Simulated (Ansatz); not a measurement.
# C₂H₅FGaI: taking an electron away

One table from this session's results is given with a row withheld; the runs are named, their logs left out.

Program: Ansatz 0.2.0, Gaussian basis. Level of theory: unrestricted cation, the program's frozen cores in correlated methods. These are calculated values, not measurements.

The runs, in order: UKS PBE-D4/def2-TZVPP; UKS r2SCAN-D4/def2-TZVPP; UKS PBE0-D4/def2-TZVPP; UKS B3LYP-D4/def2-TZVPP; UKS wB97X-V/def2-TZVPP; UKS wB97M-V/def2-TZVPP; UHF-CCSD(T)/def2-TZVPP; UHF-MP2/def2-QZVPP; extrapolation to the limit; then −ε(HOMO) from the neutral's earlier runs with LDA (SPW92), PBE-D4, revPBE-D4, BLYP-D4, r2SCAN-D4, B97M-V, PBE0-D4, B3LYP-D4, r2SCANh-D4, r2SCAN0-D4, HSE06-D4, BHLYP-D4, CAM-B3LYP-D4, LC-ωPBE, ωB97X-V, ωB97M-V.

### The relaxed structure

An earlier PBE0-D4 in a triple-zeta def2 set relaxation fixed the geometry. I takes the def2 core potential; no spin-orbit term is included.

SMILES `FC(I)[CH2][GaH2]`, 10 atoms, charge 0, spin multiplicity 1.

Atoms are counted from 1 here; the program's logs count them from 0.

Bond lengths: F1–C2 1.349 Å, C2–I3 2.236 Å, C2–C4 1.489 Å, C2–H6 1.090 Å, C4–Ga5 2.016 Å, C4–H7 1.092 Å, C4–H8 1.094 Å, Ga5–H9 1.566 Å, Ga5–H10 1.568 Å. Angles: F1–C2–I3 107.0°, F1–C2–C4 112.3°, F1–C2–H6 108.7°, I3–C2–C4 106.6°, I3–C2–H6 102.6°, C4–C2–H6 118.5°, C2–C4–Ga5 107.1°, C2–C4–H7 109.0°, C2–C4–H8 108.4°, Ga5–C4–H7 108.5°, Ga5–C4–H8 115.2°, H7–C4–H8 108.6°, C4–Ga5–H9 118.6°, C4–Ga5–H10 117.7°, H9–Ga5–H10 123.1°.

Coordinates:

```mol
C2H5FGaI
  3D, bonds by distance, orders not assigned

 10  9  0  0  0  0  0  0  0  0999 V2000
   -0.6028   -1.0515    1.6733 F   0  0
    0.1064   -1.1388    0.5287 C   0  0
    2.1067   -0.2225    0.9260 I   0  0
   -0.5076   -0.3556   -0.5784 C   0  0
    0.0062    1.5734   -0.2956 Ga  0  0
    0.3553   -2.1852    0.3508 H   0  0
   -0.0845   -0.6907   -1.5277 H   0  0
   -1.5838   -0.5544   -0.5861 H   0  0
   -0.5116    2.3067    0.9879 H   0  0
    0.7157    2.3187   -1.4789 H   0  0
  1  2  8  0
  2  3  8  0
  2  4  8  0
  4  5  8  0
  2  6  8  0
  4  7  8  0
  4  8  8  0
  5  9  8  0
  5 10  8  0
M  END
```

Set-up of the first run:

Input file in.yaml:

```yaml
crystal:
  periodic: [false, false, false]
  atoms:
    - {symbol: F, position_ang: [-0.602755, -1.051512, 1.673290]}
    - {symbol: C, position_ang: [0.106383, -1.138839, 0.528731]}
    - {symbol: I, position_ang: [2.106674, -0.222542, 0.926044]}
    - {symbol: C, position_ang: [-0.507601, -0.355630, -0.578412]}
    - {symbol: Ga, position_ang: [0.006201, 1.573439, -0.295630]}
    - {symbol: H, position_ang: [0.355324, -2.185215, 0.350798]}
    - {symbol: H, position_ang: [-0.084475, -0.690687, -1.527708]}
    - {symbol: H, position_ang: [-1.583846, -0.554434, -0.586095]}
    - {symbol: H, position_ang: [-0.511623, 2.306725, 0.987867]}
    - {symbol: H, position_ang: [0.715718, 2.318705, -1.478884]}
basis:
  gaussian: {orbitals: def2-TZVPP}
total_charge: 1
magnetization: {spin_polarized: true, initial_magnetization: 1}
hamiltonian: {xc: pbe, dispersion: d4}
```

The run is started by

```console
> ansatz run in.yaml --threads 2 --pin off --events-out ev --progress --plain --max-ram 22528MiB --backend cpu
```

Steps of the session up to this table: Cation, UKS PBE-D4/def2-TZVPP; Cation, UKS r2SCAN-D4/def2-TZVPP; Cation, UKS PBE0-D4/def2-TZVPP; Cation, UKS B3LYP-D4/def2-TZVPP; Cation, UKS wB97X-V/def2-TZVPP; Cation, UKS wB97M-V/def2-TZVPP; Cation, UHF-CCSD(T)/def2-TZVPP; Cation, UHF-MP2/def2-QZVPP.

One of the session's tables, all rows but one given; the rest of the session is left out.

It belongs to the step «Ionisation energies side by side». For comparison, −ε(HOMO) of the neutral from earlier runs:

| functional | −ε(HOMO) (eV) |
| --- | --- |
| LDA (SPW92) | 6.68 |
| PBE-D4 | 6.54 |
| revPBE-D4 | 6.49 |
| BLYP-D4 | 6.41 |
| r2SCAN-D4 | 6.82 |
| B97M-V | 6.87 |
| PBE0-D4 | 7.70 |
| B3LYP-D4 | 7.50 |
| r2SCANh-D4 | ? |
| r2SCAN0-D4 | 7.89 |
| HSE06-D4 | 7.31 |
| BHLYP-D4 | 8.75 |
| CAM-B3LYP-D4 | 8.99 |
| LC-ωPBE | 10.29 |
| ωB97X-V | 9.97 |
| ωB97M-V | 9.83 |

Estimate the missing values for r2SCANh-D4.

Worked estimate for «−ε(HOMO) (eV)». Against the share of exact exchange, r2SCAN-D4 (0, 6.82), r2SCAN0-D4 (0.25, 7.89) give a slope of 4.28 per unit share; at 0.1 the line stands at 7.25.

**Answer.** −ε(HOMO) (eV): 7.25. In «−ε(HOMO) (eV)» the line misses by 0.00.

To keep in mind: The cation may have settled in a state other than its lowest; no search over hole states beyond the program's own was made.
